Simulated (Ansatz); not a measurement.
# GaH3+ (doublet): from Hartree-Fock to the top rungs at distance Ga1–H3 = 2.894 Å, cc-pVTZ

How much of the correlation energy of GaH3+ (doublet) does each wave-function method recover here?

Method: cc-pVTZ, core rule «outside noble gas», up to 14 orbitals frozen; program: Ansatz 0.2.0, Gaussian basis.

Plan: UHF; CCSD(T) on ROHF; CCSD(T) on UHF; BCCD(T) on ROHF; CCSDT(Q) on ROHF; CCSDT(Q) on UHF; CASSCF and NEVPT2, 3 electrons in 3 orbitals.

21 further runs of the same task are left out: 10 for a known fault of the program, 6 that didn't finish, 5 set aside as unsound or not needed.

### 1 The geometry

The geometry derives from a PBE0/def2-TZVP stationary point (not a proven minimum). One bond is set to the value named and the two fragments are kept rigid. No spin-orbit coupling is included. The filled d shell of Ga may be among the frozen orbitals whatever the setting's name suggests; the logs give the count.

4 atoms, charge 1, spin multiplicity 2.

Atoms are counted from 1 here; the program's logs count them from 0.

Bond lengths: Ga1–H4 1.532 Å.

### 2 UHF

Contents of in.yaml:

```yaml
crystal:
  periodic: [false, false, false]
  atoms:
    - {symbol: Ga, position_ang: [0.000000, 0.023829, 0.018810]}
    - {symbol: H, position_ang: [0.000000, -2.048762, 0.018810]}
    - {symbol: H, position_ang: [0.000000, 0.254483, -2.865983]}
    - {symbol: H, position_ang: [0.000000, 0.145934, 1.545980]}
basis:
  gaussian: {orbitals: cc-pVTZ}
total_charge: 1
magnetization: {spin_polarized: true, initial_magnetization: 1}
hamiltonian: {xc: hf}
output: {orbitals: {seedname: orbitals}}
```

Started as:

```
> ansatz run in.yaml --threads 1 --pin off --events-out ev --progress --plain --max-ram 2393MiB
```

After this run come: CCSD(T) on ROHF; CCSD(T) on UHF; BCCD(T) on ROHF; CCSDT(Q) on ROHF; CCSDT(Q) on UHF; CASSCF and NEVPT2, 3 electrons in 3 orbitals.

Q: Predict the results of all the runs planned. Wanted: UCCSDT(Q) below the RHF energy; RMP2 from UCCSDT(Q); UMP2 from UCCSDT(Q); RCCSD from UCCSDT(Q); RCCSD(T) from UCCSDT(Q); UCCSD(T) from UCCSDT(Q); RCCSDT(Q) from UCCSDT(Q); NEVPT2 pair from UCCSDT(Q); T1 diagnostic.

The runs gave:

```
                         quantity                                         value
   UCCSDT(Q) below the RHF energy                                    -2.8050 eV
              RMP2 from UCCSDT(Q)                                    +899.7 meV
              UMP2 from UCCSDT(Q)                                    +751.5 meV
             RCCSD from UCCSDT(Q)                                    +102.8 meV
          RCCSD(T) from UCCSDT(Q)                                     +28.1 meV
          UCCSD(T) from UCCSDT(Q)                                     +54.7 meV
         RCCSDT(Q) from UCCSDT(Q)                                      -5.2 meV
       NEVPT2 pair from UCCSDT(Q)                                    +462.2 meV
levels within 1 kcal/mol (43 meV)  RCCSD(T), BCCD(T), RCCSDT, UCCSDT, RCCSDT(Q)
                    T1 diagnostic                                         0.078
```

RCCSD(T) misses by +28.1 meV, 1.0 % of the correlation energy. CCSD(T) misses by +28.1 meV on the restricted determinant and by +54.7 meV on the unrestricted one; the two need not hold the same state or core. These misses are within one basis, not against nature; the frozen cores of restricted and unrestricted runs differ, which can shift their rows.
